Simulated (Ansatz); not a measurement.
# AsH₆NSi: up Jacob's ladder to CCSD(T)

The task here is to estimate one member of a computed series from the others.

Computed with Ansatz 0.2.0, Gaussian basis. Level: functionals in def2-TZVPP, the program's frozen cores in correlated methods.

The runs, in order: LDA (SPW92), PBE-D4, revPBE-D4, BLYP-D4, r2SCAN-D4, B97M-V, PBE0-D4, B3LYP-D4, r2SCANh-D4, r2SCAN0-D4, HSE06-D4, BHLYP-D4, CAM-B3LYP-D4, LC-ωPBE, ωB97X-V, ωB97M-V, B2PLYP, PBE-QIDH; CCSD(T)/def2-SVP; CCSD(T)/def2-TZVPP; MP2/def2-QZVPP; extrapolation to the limit; RPA on PBE.

### The geometry

An earlier PBE0-D4 in a triple-zeta def2 set relaxation fixed the geometry.

SMILES `N[AsH][SiH3]`, 9 atoms, charge 0, spin multiplicity 1.

Atoms are counted from 1 here; the program's logs count them from 0.

Bond lengths: N1–As2 1.864 Å, N1–H4 1.011 Å, N1–H5 1.011 Å, As2–Si3 2.365 Å, As2–H6 1.537 Å, Si3–H7 1.488 Å, Si3–H8 1.485 Å, Si3–H9 1.489 Å. Angles: As2–N1–H4 110.5°, As2–N1–H5 114.1°, H4–N1–H5 108.7°, N1–As2–Si3 94.9°, N1–As2–H6 101.5°, Si3–As2–H6 91.9°, As2–Si3–H7 108.9°, As2–Si3–H8 109.3°, As2–Si3–H9 111.1°, H7–Si3–H8 109.3°, H7–Si3–H9 109.2°, H8–Si3–H9 109.0°.

The first run:

The input, in.yaml:

```yaml
crystal:
  periodic: [false, false, false]
  atoms:
    - {symbol: N, position_ang: [-1.101086, 0.718983, -1.145642]}
    - {symbol: As, position_ang: [0.735085, 0.438144, -0.988942]}
    - {symbol: Si, position_ang: [0.557260, -1.064698, 0.828624]}
    - {symbol: H, position_ang: [-1.303717, 1.291361, -1.954264]}
    - {symbol: H, position_ang: [-1.525332, 1.144265, -0.332311]}
    - {symbol: H, position_ang: [1.144072, 1.592639, -0.059758]}
    - {symbol: H, position_ang: [1.889510, -1.194007, 1.477890]}
    - {symbol: H, position_ang: [0.123928, -2.393315, 0.326652]}
    - {symbol: H, position_ang: [-0.431220, -0.579672, 1.830649]}
basis:
  gaussian: {orbitals: def2-TZVPP}
hamiltonian: {xc: lda}
output: {orbitals: {seedname: orbitals}}
```

Steps of the session up to this table: LDA; PBE-D4 (GGA); revPBE-D4 (GGA); BLYP-D4 (GGA); r2SCAN-D4 (meta-GGA); B97M-V (meta-GGA); PBE0-D4 (hybrid); B3LYP-D4 (hybrid); r2SCANh-D4 (hybrid); r2SCAN0-D4 (hybrid); HSE06-D4 (hybrid); BHLYP-D4 (hybrid); CAM-B3LYP-D4 (range-separated); LC-ωPBE (range-separated); ωB97X-V (range-separated); ωB97M-V (range-separated); B2PLYP (double hybrid); PBE-QIDH (double hybrid).

One table of the session follows, with a row left open; its other results are not shown here.

It belongs to the step «Orbital energies across the functionals». 

| functional | HOMO (eV) | gap (eV) |
| --- | --- | --- |
| LDA (SPW92) | -6.08 | 4.72 |
| PBE-D4 | -5.96 | 4.78 |
| revPBE-D4 | -5.91 | 4.82 |
| BLYP-D4 | -5.81 | 4.74 |
| r2SCAN-D4 | -6.23 | 5.33 |
| B97M-V | -6.34 | 5.31 |
| PBE0-D4 | -7.13 | 6.79 |
| B3LYP-D4 | -6.92 | 6.35 |
| r2SCANh-D4 | -6.67 | 6.06 |
| r2SCAN0-D4 | -7.29 | 7.12 |
| HSE06-D4 | -6.74 | 6.03 |
| BHLYP-D4 | -8.09 | 8.60 |
| CAM-B3LYP-D4 | -8.39 | 9.05 |
| LC-ωPBE | -9.69 | 11.53 |
| ωB97X-V | ? | ? |
| ωB97M-V | -9.22 | 10.63 |

Q: Estimate the row for ωB97X-V from the others.

As computed: HOMO (eV): -9.36; gap (eV): 11.04. In the column «HOMO (eV)» it lies between LC-ωPBE (-9.69) and ωB97M-V (-9.22).
